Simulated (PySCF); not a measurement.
# The bond of LiTe, level by level

One table from this session's results is given with a row withheld; the runs are named, their logs left out.

The runs use PySCF 2.14.0; Li def2-SVPD, Te def2-SVPD with ECP28, scalar-relativistic core potentials.

Set-up of the first run:

The job is set up so:

| Property | Result |
| --- | --- |
| atoms | Li, Te |
| charge | 0 |
| basis | Li def2-SVPD, Te def2-SVPD with ECP28 |
| Hamiltonian | scalar-relativistic core potentials |
| basis functions | 47 |
| electrons treated | 27 |
| masses in u | 7.0160, 129.9062 |
| levels | PBE0, PBE, r²SCAN, r²SCANh, r²SCAN0, MN15, CAM-B3LYP, HF, MP2, SCS-MP2, CCSD, CCSD(T) |
| grid | 80 radial by 434 angular points |
| occupations | held fixed by the projection of orbital angular momentum |
| dissociation limit | Li + Te, each in its ground configuration |
| starting distance in angstrom | 2.605 |
| values of 2S to try | 1, 3 |

Command:

```console
> OMP_NUM_THREADS=1 python dia.py task.json out
```

Among the steps run: Set-up; PBE0 along the bond; Other states along the same grid; PBE (GGA); r²SCAN (meta-GGA); r²SCANh; r²SCAN0 (hybrid meta-GGA); MN15 (hybrid meta-GGA); CAM-B3LYP (range-separated hybrid); UHF (mean field); Correlated methods on the Hartree–Fock reference.

One table of the session follows, with a row left open; its other results are not shown here.

Differences from CCSD(T) in the same basis:

```
      level  Re (mÅ)  ωe (%)
        UHF      -12    +3.8
    UHF-MP2       -5    +1.3
UHF-SCS-MP2        ?       ?
   UHF-CCSD       -3    +0.7
        PBE      -41    +2.7
     r²SCAN      -32    +3.1
    r²SCANh      -36    +3.8
       PBE0      -49    +5.1
    r²SCAN0      -41    +4.8
       MN15      -27    +1.5
  CAM-B3LYP      -65    +7.0
```

Q: Estimate the row for UHF-SCS-MP2 from the others.

The run gave: Re (mÅ): -3; ωe (%): +1.0.
